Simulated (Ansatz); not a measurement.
# MgGeH (quartet): the correlation ladder, cc-pVDZ

Aim: climb from Hartree-Fock through coupled cluster for MgGeH (quartet) at one geometry and basis, and see what each rung misses.

Method: cc-pVDZ, core rule «outside noble gas», up to 19 orbitals frozen; program: Ansatz 0.2.0, Gaussian basis.

To be run: UHF; CCSD(T) on ROHF; CCSD(T) on UHF; BCCD(T) on ROHF; CISD; CCSDT(Q) on ROHF; CCSDT(Q) on UHF; CISDTQ; CCSDTQ on ROHF; CCSDTQ on UHF; Full CI.

19 further runs of the same task are left out: 13 for a known fault of the program, 1 that didn't finish, 5 set aside as unsound or not needed.

### 1 The system

The geometry is a PBE0/def2-TZVP stationary point (not a proven minimum). No spin-orbit coupling is included. The filled d shell of Ge may be among the frozen orbitals whatever the setting's name suggests; the logs give the count.

3 atoms, charge 0, spin multiplicity 4.

Atoms are counted from 1 here; the program's logs count them from 0.

Bond lengths: Ge1–Mg2 2.494 Å, Ge1–H3 1.549 Å. Angles: Mg2–Ge1–H3 180.0°.

As a file:

```xyz
3
GeHMg
Ge    0.00000    0.00000    0.31530
Mg    0.00000    0.00000   -2.17920
H     0.00000    0.00000    1.86390
```

### 2 UHF

in.yaml

```yaml
crystal:
  periodic: [false, false, false]
  atoms:
    - {symbol: Ge, position_ang: [0.000000, 0.000000, 0.315300]}
    - {symbol: Mg, position_ang: [0.000000, 0.000000, -2.179200]}
    - {symbol: H, position_ang: [0.000000, 0.000000, 1.863900]}
basis:
  gaussian: {orbitals: cc-pVDZ}
magnetization: {spin_polarized: true, initial_magnetization: 3}
hamiltonian: {xc: hf}
output: {orbitals: {seedname: orbitals}}
```

Command:

```
ansatz run in.yaml --threads 1 --pin off --events-out ev --progress --plain --max-ram 4096MiB --backend cpu
```

The runs that follow: CCSD(T) on ROHF; CCSD(T) on UHF; BCCD(T) on ROHF; CISD; CCSDT(Q) on ROHF; CCSDT(Q) on UHF; CISDTQ; CCSDTQ on ROHF; CCSDTQ on UHF; Full CI.

**Question.** What will the summary of the whole plan be? Wanted: FCI below the RHF energy; RMP2 from FCI; UMP2 from FCI; RCCSD from FCI; RCCSD(T) from FCI; UCCSD(T) from FCI; RCCSDT(Q) from FCI; UCCSDT(Q) from FCI; T1 diagnostic.

The runs gave:

```
                         quantity                                                                                        value
         FCI below the RHF energy                                                                                   -2.9125 eV
                    RMP2 from FCI                                                                                 +66.2 kJ/mol
                    UMP2 from FCI                                                                                 +67.7 kJ/mol
                   RCCSD from FCI                                                                                 +10.9 kJ/mol
                RCCSD(T) from FCI                                                                                  +2.8 kJ/mol
                UCCSD(T) from FCI                                                                                  +2.0 kJ/mol
               RCCSDT(Q) from FCI                                                                                  +0.1 kJ/mol
               UCCSDT(Q) from FCI                                                                                  -0.8 kJ/mol
levels within 1 kcal/mol (43 meV)  RCCSD(T), UCCSD(T), BCCD(T), RCCSDT, UCCSDT, CISDTQ, RCCSDT(Q), UCCSDT(Q), RCCSDTQ, UCCSDTQ
                    T1 diagnostic                                                                                        0.026
   effectively unpaired electrons                                                                                         3.04
```

RCCSD(T) misses by +2.8 kJ/mol, 1.0 % of the correlation energy. UCCSDT, UCCSDT(Q), UCCSDTQ fall below full CI: unrestricted runs freeze a spin-polarised core, another one than full CI's, and coupled cluster isn't variational. One determinant dominates. These misses are within one basis, not against nature; the frozen cores of restricted and unrestricted runs differ, which can shift their rows.
